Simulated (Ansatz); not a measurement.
**AlHOF₂ + H₂: a complex and its separated parts**

Aim: how far the complex at one end of a reaction step lies below its separated, relaxed parts, level by level.

The runs use Ansatz 0.2.0, Gaussian basis; PBE0-D4/def2-TZVP structures, single points in def2-TZVPP, no counterpoise correction.

Levels: SPW92, PBE-D4, BLYP-D4, r2SCAN-D4, B97M-V, PBE0-D4, B3LYP-D4, r2SCAN0-D4, BHLYP-D4, CAM-B3LYP-D4, wB97X-V, wB97M-V, B2PLYP, PBE-QIDH, RPA on PBE, Hartree-Fock, MP2, CCSD, CCSD(T).

Cores are frozen in the correlated methods. B3LYP uses VWN-RPA correlation. B2PLYP carries no dispersion term here.

## (1) Starting geometry

The complex: 7 atoms, charge 0, spin multiplicity 1.

Atoms are counted from 1 here; the program's logs count them from 0.

Bond lengths: Al1–F3 1.638 Å, Al1–F4 1.643 Å, Al1–O6 1.681 Å, H2–H5 0.757 Å, O6–H7 0.955 Å. Angles: F3–Al1–F4 118.2°, F3–Al1–O6 119.0°, F4–Al1–O6 122.0°, Al1–O6–H7 123.7°.

As a file:

```xyz
7
charge 0, multiplicity 1
Al   -0.5616    0.2322   -0.1732
H     0.4678   -1.7089   -0.0458
F    -1.0458   -0.2077   -1.6749
F    -1.4706   -0.2502    1.1073
H     1.0476   -1.2243   -0.0093
O     0.6692    1.3657   -0.0141
H     0.8935    1.7932    0.8101
```

Its parts: AlHOF₂ holds atoms 1, 3, 4, 6, 7; H₂ holds atoms 2, 5. Each part counts its atoms afresh in its own runs.

## (2) Relaxing AlHOF₂ alone

File relax-a/in.yaml:

```yaml
crystal:
  periodic: [false, false, false]
  atoms:
    - {symbol: Al, position_ang: [-0.561607, 0.232181, -0.173225]}
    - {symbol: F, position_ang: [-1.045759, -0.207719, -1.674950]}
    - {symbol: F, position_ang: [-1.470594, -0.250228, 1.107311]}
    - {symbol: O, position_ang: [0.669245, 1.365710, -0.014143]}
    - {symbol: H, position_ang: [0.893461, 1.793233, 0.810055]}
basis:
  gaussian: {orbitals: def2-TZVP}
hamiltonian: {xc: pbe0, dispersion: d4}
relax: {f_tol: 0.005, max_steps: 200}
```

The command line of these runs was not kept.

After this run come: Relaxing H₂ alone; wB97M-V/def2-TZVPP; CCSD(T)/def2-TZVPP; Vibrations of AlHOF₂; Vibrations of H₂.

Q: Predict the outcome of this session. Wanted: complex less parts, CCSD(T)/def2-TZVPP; with zero-point energy; largest T1 diagnostic.

**Answer**, as computed:

| quantity | value |
| --- | --- |
| complex less parts, CCSD(T)/def2-TZVPP | -0.133 eV |
| with zero-point energy | -0.034 eV |
| largest T1 diagnostic | 0.013 |

In words: At CCSD(T) the complex lies 0.133 eV below its parts. Among the functionals B3LYP-D4 lands nearest to CCSD(T) (+0.007 eV) and SPW92 farthest (-0.196 eV). By rung, the mean size of the error is: LDA 0.196, GGA 0.037, meta-GGA 0.027, hybrid 0.032, range-separated hybrid 0.028, double hybrid 0.026 eV. PBE-D4 gives a relative energy 0.037 eV too low, inside chemical accuracy (1 kcal/mol, 0.043 eV). No counterpoise was applied, and triple zeta lacks some correlation, so the CCSD(T) reference has a basis error of its own, and close matches with it are partly luck.
